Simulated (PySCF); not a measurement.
# C2H7FOSi: NMR shifts at several levels of theory, part 2 of 2

PySCF 2.14.0. Atoms count from 0. Earlier steps stand in the parts before.

## 9. Nuclear shieldings: PBE0/aug-cc-pVDZ

The job: settings as JSON, then the geometry in Å.

```
{"job": {"kind": "nmr", "xc": "PBE0", "basis": "aug-cc-pVDZ", "pop": true}, "charge": 0, "multiplicity": 1}
O      1.638584     0.945402     1.133729
Si     1.389256    -0.178325    -0.067200
C     -0.396036    -0.801317    -0.010373
C     -1.407138     0.283094    -0.305727
F     -1.113503     1.425428     0.431259
H      0.876289     1.527300     1.241343
H      1.638289     0.384963    -1.433758
H      2.328441    -1.308830     0.173813
H     -0.576022    -1.237830     0.986843
H     -0.516011    -1.619036    -0.741829
H     -2.436153    -0.015161    -0.045415
H     -1.386318     0.566841    -1.371526
```

Method: GIAO PBE0/aug-cc-pVDZ NMR shielding, non-relativistic, gas phase.

Output:

```text
coarse grid: 10312 points
cycle   1  E = -544.5369141437  dE =  3.657e-01  |g| = 7.702e-01  |ddm| = 7.257e+00
cycle   2  E = -544.3652068892  dE =  1.717e-01  |g| = 1.219e+00  |ddm| = 2.572e+00
cycle   3  E = -544.6468557887  dE = -2.816e-01  |g| = 1.045e-01  |ddm| = 1.593e+00
cycle   4  E = -544.6488996343  dE = -2.044e-03  |g| = 4.473e-02  |ddm| = 2.477e-01
cycle   5  E = -544.6493251101  dE = -4.255e-04  |g| = 7.742e-03  |ddm| = 7.832e-02
cycle   6  E = -544.6493347263  dE = -9.616e-06  |g| = 3.305e-03  |ddm| = 1.454e-02
cycle   7  E = -544.6493367913  dE = -2.065e-06  |g| = 5.252e-04  |ddm| = 4.888e-03
final grid: 94760 points
cycle   8  E = -544.6574303865  dE = -2.426e-05  |g| = 8.155e-03  |ddm| = 9.744e-02
cycle   9  E = -544.6574157060  dE =  1.468e-05  |g| = 1.189e-02  |ddm| = 3.260e-02
cycle  10  E = -544.6574453179  dE = -2.961e-05  |g| = 9.267e-04  |ddm| = 1.765e-02
cycle  11  E = -544.6574454866  dE = -1.688e-07  |g| = 2.139e-04  |ddm| = 1.794e-03
cycle  12  E = -544.6574454959  dE = -9.259e-09  |g| = 6.445e-05  |ddm| = 4.015e-04
cycle  13  E = -544.6574454965  dE = -6.409e-10  |g| = 2.968e-05  |ddm| = 1.236e-04
converged SCF energy = -544.6574454965

GIAO shielding tensors (ppm)
atom      isotropic    diamagn.    paramagn.     s11        s22        s33       span
  0 O      311.399     377.749     -66.350    280.005    310.248    343.943     63.938
  1 Si     422.894     886.025    -463.131    376.354    409.373    482.953    106.599
  2 C      174.733     209.162     -34.429    158.129    179.166    186.904     28.775
  3 C      112.763     206.830     -94.067     70.428     95.360    172.503    102.075
  4 F      407.660     471.823     -64.164    375.547    396.907    450.525     74.978
  5 H       30.490      31.914      -1.424     20.566     28.252     42.653     22.087
  6 H       25.948      26.676      -0.728     22.897     24.235     30.712      7.815
  7 H       26.297      26.011       0.286     23.080     24.588     31.223      8.143
  8 H       29.562      26.499       3.062     26.276     28.206     34.203      7.928
  9 H       30.668      29.761       0.906     26.904     28.181     36.918     10.015
 10 H       26.282      28.926      -2.644     21.799     26.560     30.488      8.689
 11 H       26.491      28.494      -2.003     22.375     26.551     30.546      8.170
```

Run time: 20 s. Hardware: 1 thread of Arm Neoverse V1, shared host; peak memory 0.8 GiB.

In short: δ C3 82.4, C2 20.4, O0 24.5, Si1 -6.2, H6 5.27, H10 5.01 ppm (means over like atoms).

## 10. NMR shieldings: PBE0/IGLO-III

Settings changed since step 9:

```diff
@@ -1,2 +1,2 @@
-{"job": {"kind": "nmr", "xc": "PBE0", "basis": "aug-cc-pVDZ", "pop": true}, "charge": 0, "multiplicity": 1}
+{"job": {"kind": "nmr", "xc": "PBE0", "basis": "IGLO-III", "pop": true}, "charge": 0, "multiplicity": 1}
 O      1.638584     0.945402     1.133729
```

Level: GIAO PBE0/IGLO-III NMR shielding, non-relativistic, gas phase.

Output:

```text
coarse grid: 10312 points
cycle   1  E = -544.6251867603  dE =  3.173e-01  |g| = 8.462e-01  |ddm| = 2.216e+00
cycle   2  E = -544.4396633692  dE =  1.855e-01  |g| = 1.328e+00  |ddm| = 1.025e+00
cycle   3  E = -544.7448560419  dE = -3.052e-01  |g| = 1.133e-01  |ddm| = 7.100e-01
cycle   4  E = -544.7469328211  dE = -2.077e-03  |g| = 5.411e-02  |ddm| = 8.130e-02
cycle   5  E = -544.7475084692  dE = -5.756e-04  |g| = 9.083e-03  |ddm| = 3.106e-02
cycle   6  E = -544.7475191896  dE = -1.072e-05  |g| = 3.855e-03  |ddm| = 6.110e-03
cycle   7  E = -544.7475216205  dE = -2.431e-06  |g| = 7.462e-04  |ddm| = 1.989e-03
final grid: 94760 points
cycle   8  E = -544.7559036919  dE = -9.149e-05  |g| = 8.251e-03  |ddm| = 5.198e-02
cycle   9  E = -544.7558909522  dE =  1.274e-05  |g| = 1.161e-02  |ddm| = 9.729e-03
cycle  10  E = -544.7559170581  dE = -2.611e-05  |g| = 1.079e-03  |ddm| = 5.275e-03
cycle  11  E = -544.7559172092  dE = -1.511e-07  |g| = 4.324e-04  |ddm| = 7.535e-04
cycle  12  E = -544.7559172466  dE = -3.744e-08  |g| = 7.924e-05  |ddm| = 2.648e-04
cycle  13  E = -544.7559172475  dE = -8.685e-10  |g| = 3.723e-05  |ddm| = 4.889e-05
cycle  14  E = -544.7559172477  dE = -2.127e-10  |g| = 5.517e-06  |ddm| = 1.915e-05
converged SCF energy = -544.7559172477

GIAO shielding tensors (ppm)
atom      isotropic    diamagn.    paramagn.     s11        s22        s33       span
  0 O      295.769     388.536     -92.767    266.034    296.394    324.878     58.845
  1 Si     358.637     888.975    -530.338    314.360    342.454    419.098    104.738
  2 C      162.422     250.431     -88.009    144.330    167.434    175.501     31.171
  3 C       95.544     242.875    -147.332     51.061     76.528    159.041    107.981
  4 F      403.188     467.464     -64.276    367.824    390.408    451.330     83.506
  5 H       30.182      32.202      -2.020     20.517     27.846     42.182     21.665
  6 H       25.947      29.835      -3.887     23.087     24.328     30.427      7.340
  7 H       26.280      29.056      -2.776     23.260     24.650     30.929      7.669
  8 H       29.603      29.794      -0.191     26.420     28.269     34.122      7.702
  9 H       30.746      29.488       1.258     26.988     28.307     36.942      9.955
 10 H       26.345      27.612      -1.267     21.900     26.679     30.455      8.555
 11 H       26.517      28.967      -2.451     22.427     26.632     30.490      8.063
```

It took 29 s on 1 thread of Arm Neoverse V1, shared host; peak memory 1.1 GiB.

Key values: δ C3 88.2, C2 21.4, O0 31.4, Si1 -13.3, H6 5.26, H10 4.94 ppm (means over like atoms).

## 11. Nuclear shieldings: PBE0/pcSseg-0

Settings changed since step 10:

```diff
@@ -1,2 +1,2 @@
-{"job": {"kind": "nmr", "xc": "PBE0", "basis": "IGLO-III", "pop": true}, "charge": 0, "multiplicity": 1}
+{"job": {"kind": "nmr", "xc": "PBE0", "basis": "pcSseg-0", "pop": true}, "charge": 0, "multiplicity": 1}
 O      1.638584     0.945402     1.133729
```

With the program's defaults for keys left out, this is: GIAO PBE0/pcSseg-0 NMR shielding, non-relativistic, gas phase.

Output:

```text
coarse grid: 10312 points
cycle   1  E = -543.5807179265  dE =  3.295e-01  |g| = 7.575e-01  |ddm| = 3.210e+00
cycle   2  E = -543.4442756173  dE =  1.364e-01  |g| = 1.149e+00  |ddm| = 2.142e+00
cycle   3  E = -543.6860936534  dE = -2.418e-01  |g| = 9.267e-02  |ddm| = 1.476e+00
cycle   4  E = -543.6876566688  dE = -1.563e-03  |g| = 4.268e-02  |ddm| = 1.392e-01
cycle   5  E = -543.6880082192  dE = -3.516e-04  |g| = 5.039e-03  |ddm| = 3.895e-02
cycle   6  E = -543.6880132986  dE = -5.079e-06  |g| = 2.176e-03  |ddm| = 7.275e-03
final grid: 94760 points
cycle   7  E = -543.6743819204  dE = -2.200e-05  |g| = 4.050e-03  |ddm| = 1.796e-02
cycle   8  E = -543.6743806694  dE =  1.251e-06  |g| = 4.895e-03  |ddm| = 9.025e-03
cycle   9  E = -543.6743850661  dE = -4.397e-06  |g| = 6.272e-04  |ddm| = 5.159e-03
cycle  10  E = -543.6743851339  dE = -6.786e-08  |g| = 1.082e-04  |ddm| = 6.639e-04
cycle  11  E = -543.6743851366  dE = -2.660e-09  |g| = 2.818e-05  |ddm| = 1.829e-04
cycle  12  E = -543.6743851368  dE = -1.597e-10  |g| = 9.895e-06  |ddm| = 4.490e-05
converged SCF energy = -543.6743851368

GIAO shielding tensors (ppm)
atom      isotropic    diamagn.    paramagn.     s11        s22        s33       span
  0 O      342.579     396.582     -54.004    262.899    337.907    426.930    164.031
  1 Si     374.362     876.568    -502.206    313.853    350.678    458.556    144.703
  2 C      175.653     258.649     -82.995    155.459    182.001    189.500     34.041
  3 C      105.769     243.004    -137.235     61.271     87.104    168.930    107.659
  4 F      442.790     473.322     -30.532    400.353    417.304    510.713    110.360
  5 H       32.687      29.814       2.874     22.560     30.638     44.863     22.302
  6 H       26.889      28.168      -1.280     22.936     25.277     32.453      9.517
  7 H       27.149      28.408      -1.259     23.122     24.980     33.344     10.222
  8 H       31.154      32.083      -0.929     27.371     29.196     36.895      9.524
  9 H       32.512      32.385       0.127     27.962     29.618     39.955     11.993
 10 H       27.586      28.110      -0.524     22.690     27.548     32.519      9.829
 11 H       27.975      28.465      -0.489     23.549     27.906     32.471      8.923
```

Wall time 4.8 s (1 thread of Arm Neoverse V1, shared host); peak memory 0.52 GiB.

This run: δ C3 87.7, C2 17.9, O0 -4.7, Si1 -25.8, H6 5.81, H10 5.05 ppm (means over like atoms).

## 12. Comparing the runs: NMR shifts

Shifts (ppm) of some atoms, chosen among heavy atoms and hydrogens apart, means over like atoms, with basis size and wall time:

| run | C3 | C2 | H6 | H5 | O0 | Si1 | F4 | functions | time |
| --- | --- | --- | --- | --- | --- | --- | --- | --- | --- |
| PBE0/6-31G* | 79.7 | 18.7 | 5.39 | 0.89 | 15.3 | 8.4 | -218.4 | 88 | 7.3 s |
| PBE0/6-311+G(2d,p) | 84.9 | 20.7 | 5.34 | 0.97 | 27.8 | -9.6 | -228.2 | 185 | 18 s |
| PBE0/def2-SVP | 80.3 | 17.6 | 5.07 | 1.00 | 27.3 | -19.9 | -206.8 | 109 | 8.4 s |
| PBE0/def2-TZVP | 86.7 | 20.8 | 5.34 | 1.05 | 34.8 | -11.1 | -226.5 | 203 | 26 s |
| PBE0/cc-pVDZ | 81.6 | 20.4 | 4.99 | 0.66 | 23.9 | -11.6 | -213.2 | 109 | 9.9 s |
| PBE0/cc-pVTZ | 85.9 | 20.3 | 5.13 | 1.24 | 30.9 | -5.3 | -224.3 | 252 | 36 s |
| PBE0/aug-cc-pVDZ | 82.4 | 20.4 | 5.27 | 0.90 | 24.5 | -6.2 | -213.5 | 182 | 20 s |
| PBE0/IGLO-III | 88.2 | 21.4 | 5.26 | 1.19 | 31.4 | -13.3 | -228.6 | 254 | 29 s |
| PBE0/pcSseg-0 | 87.7 | 17.9 | 5.81 | 0.14 | -4.7 | -25.8 | -264.4 | 63 | 4.8 s |

## 13. Summary of results

What follows sums up all 2 parts.

```
                                                            quantity                       value
                                                         point group                          C1
                                rotational constants (main isotopes)        5.97, 2.86, 2.14 GHz
                                13C shifts against TMS (PBE0/6-31G*)              79.7, 18.7 ppm
1H shifts against TMS (PBE0/6-31G*, means over atoms taken as alike)  5.39, 4.89, 0.90, 0.89 ppm
                                17O shifts against H2O (PBE0/6-31G*)                    15.3 ppm
                               29Si shifts against TMS (PBE0/6-31G*)                     8.4 ppm
                              19F shifts against CFCl3 (PBE0/6-31G*)                  -218.4 ppm
                                            range of the shift of F4        -264.4 to -206.8 ppm
```

**Reading.** Single values in the summary come from the first run of each kind that ended normally (PBE0/6-31G*), which need not be the best level. The optimisation took 8 steps and gained 0.228 eV; among the close pairs (by a distance rule), O0–Si1 changed most, from 1.613 to 1.663 Å. In ppm, F4 moves most: its shift spreads over 57.6 ppm, from -264.4 (PBE0/pcSseg-0) to -206.8 (PBE0/def2-SVP). Part of that comes from the computed reference.
